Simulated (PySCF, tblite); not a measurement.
**C5H18Si3: geometry, infrared bands and NMR shifts**

Aim: predict the infrared bands and NMR shifts of C5H18Si3 (`CC(C)C[SiH2]C([SiH3])[SiH3]`).

Computed with tblite 0.8.0 and PySCF 2.14.0, with density-fitted response routines of our own, on a single molecule in the gas phase. Atoms count from 0, in the outputs and in this text.

### Step 1. The molecule as given

26 atoms, charge 0, multiplicity 1; geometry from: force field or distance geometry start.

Bonds of the start (Å): C0–C1 1.54, C1–C2 1.51, C1–C3 1.54, C3–Si4 1.89, Si4–C5 1.83, C5–Si6 1.84, C5–Si7 1.84, C0–H8 1.10, C0–H9 1.10, C0–H10 1.09, C1–H11 1.10, C2–H12 1.11, C2–H13 1.10, C2–H14 1.10, C3–H15 1.08, C3–H16 1.09, Si4–H17 1.49, Si4–H18 1.48, C5–H19 1.10, Si6–H20 1.48, Si6–H21 1.49, Si6–H22 1.50, Si7–H23 1.50, Si7–H24 1.48, Si7–H25 1.48.

### Step 2. Relaxing the molecule with GFN2-xTB

The job: settings as JSON, then the geometry in Å.

```
{"job": {"kind": "relax", "xc": "GFN2-xTB", "basis": "xTB"}, "charge": 0, "multiplicity": 1}
C     -2.461200    -0.869200     0.860600
C     -1.799600     0.398400     0.301200
C     -2.842600     1.478500     0.100400
C     -1.046600     0.136700    -1.020000
Si     0.544500    -0.881100    -0.919700
C      1.752500    -0.235600     0.292700
Si     2.440100     1.351900    -0.327900
Si     3.162000    -1.418200     0.377500
H     -3.026500    -0.639900     1.774800
H     -3.173800    -1.293300     0.138700
H     -1.738700    -1.637600     1.116900
H     -1.094100     0.760000     1.068700
H     -3.386300     1.701500     1.040700
H     -3.588200     1.175000    -0.652300
H     -2.391300     2.421700    -0.244200
H     -0.783300     1.092400    -1.454900
H     -1.719900    -0.361400    -1.718100
H      1.122000    -0.965600    -2.292500
H      0.151600    -2.258300    -0.548500
H      1.303600    -0.111400     1.286900
H      3.079700     1.233100    -1.652100
H      1.356500     2.362400    -0.431500
H      3.439200     1.911900     0.640900
H      2.687900    -2.747300     0.877900
H      4.186100    -0.947700     1.337600
H      3.805400    -1.634300    -0.935100
```

Run with:

```bash
OMP_NUM_THREADS=1 python probes_run.py task.json out
```

This one command runs all jobs of the session in turn.

**Question.** This job is followed by: GFN2-xTB harmonic vibrations, gas phase; GIAO PBE0/pcSseg-1 NMR shielding, non-relativistic, gas phase. What will the session give for the following? strongest single infrared mode (GFN2-xTB); zero-point energy (GFN2-xTB); 13C shifts against TMS (PBE0/pcSseg-1, means over atoms taken as alike); 1H shifts against TMS (PBE0/pcSseg-1, means over atoms taken as alike); 29Si shifts against TMS (PBE0/pcSseg-1, means over atoms taken as alike).

**Answer**, as computed:

| quantity | value |
| --- | --- |
| strongest single infrared mode (GFN2-xTB) | 2262 cm⁻¹, 705 km/mol |
| zero-point energy (GFN2-xTB) | 126.8 kcal/mol |
| 13C shifts against TMS (PBE0/pcSseg-1, means over atoms taken as alike) | 27.4, 27.2, 23.0, -21.7 ppm |
| 1H shifts against TMS (PBE0/pcSseg-1, means over atoms taken as alike) | 4.30, 4.05, 1.60, 1.03, 0.68, -0.74 ppm |
| 29Si shifts against TMS (PBE0/pcSseg-1, means over atoms taken as alike) | -41.2, -70.1 ppm |

Over 142 steps the energy fell by 0.325 eV; of the close pairs, Si4–C5 changed most, 1.829 to 1.905 Å. All 72 modes are real, so the xTB geometry is a minimum. The strongest single mode, at 2262 cm⁻¹, moves mainly H25. Unscaled tight-binding wavenumbers are off by several per cent, some by more. Its intensities can rank the bands wrongly.
